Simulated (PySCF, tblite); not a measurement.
# C7H8N radical: geometry, infrared bands and EPR parameters

What infrared bands and EPR parameters should C7H8N radical (`C#C[C@@H]1C=[C]CN1C`) show?

Programs: tblite 0.8.0 and PySCF 2.14.0, with density-fitted response routines of our own. Each step states its level of theory. These are calculated values for one molecule in the gas phase, unless marked as measured. Atoms count from 0, in the outputs and in this text.

## Step 1: The molecule as given

16 atoms, charge 0, multiplicity 2; geometry from: force field or distance geometry start.

Bonds of the start (Å): C0–C1 1.21, C1–C2 1.44, C2–C3 1.51, C3–C4 1.33, C4–C5 1.49, C5–N6 1.45, N6–C7 1.44, N6–C2 1.45, C0–H8 1.07, C2–H9 1.10, C3–H10 1.08, C5–H11 1.11, C5–H12 1.10, C7–H13 1.12, C7–H14 1.09, C7–H15 1.11.

## Step 2: Optimising the geometry with GFN2-xTB

What the job is given:

```
{"job": {"kind": "relax", "xc": "GFN2-xTB", "basis": "xTB"}, "charge": 0, "multiplicity": 2}
C      2.831200    -1.136900     0.128700
C      1.804500    -0.508400    -0.017800
C      0.593400     0.249000    -0.187500
C      0.830000     1.609000     0.427300
C     -0.307600     2.033400     0.977300
C     -1.323900     0.976500     0.699400
N     -0.486400    -0.208800     0.665200
C     -1.282900    -1.254900     0.076700
H      3.733300    -1.705700     0.241000
H      0.273400     0.372600    -1.232300
H      1.786500     2.104000     0.431700
H     -2.090000     0.917400     1.500400
H     -1.781400     1.195600    -0.281400
H     -2.347800    -0.946600    -0.104600
H     -0.906900    -1.606400    -0.883300
H     -1.332900    -2.080900     0.815400
```

Run with:

```console
> OMP_NUM_THREADS=1 python probes_run.py task.json out
```

This one command runs all jobs of the session in turn.

**Question.** This job is followed by: GFN2-xTB harmonic vibrations, gas phase; UKS B3LYP, pcH-1 on C H N, non-relativistic, mean-field spin-orbit, GIAO. What will the session give for the following? strongest single infrared mode (GFN2-xTB); zero-point energy (GFN2-xTB); g(iso) (B3LYP); ⟨S²⟩; largest a(iso) (averaged by class); potential on the surface of density 0.002 e/bohr³, 1st and 99th percentile.

The runs gave:

```
                                                                  quantity                  value
                                 strongest single infrared mode (GFN2-xTB)  2833 cm⁻¹, 107 km/mol
                                              zero-point energy (GFN2-xTB)          78.5 kcal/mol
                                                            g(iso) (B3LYP)                2.00219
                                                                      ⟨S²⟩     0.759 (exact 0.75)
                                        largest a(iso) (averaged by class)   13C on C4, 408.7 MHz
potential on the surface of density 0.002 e/bohr³, 1st and 99th percentile     -1.29 V and 1.24 V
```

In words: Over 138 steps the energy fell by 0.676 eV; of the close pairs, C3–C4 changed most, 1.333 to 1.305 Å. All 42 modes are real, so the xTB geometry is a minimum. The strongest single mode, at 2833 cm⁻¹, moves mainly H13. GFN2-xTB is a fitted tight-binding method: band positions and strengths are rough. Its intensities can rank the bands wrongly. Most of the unpaired spin sits on C4 (0.98 e). The isotropic g lies 0.1 ppt below the free-electron value. The conformer search found further structures of the same energy, which may be mirror or relabelled copies of this one.
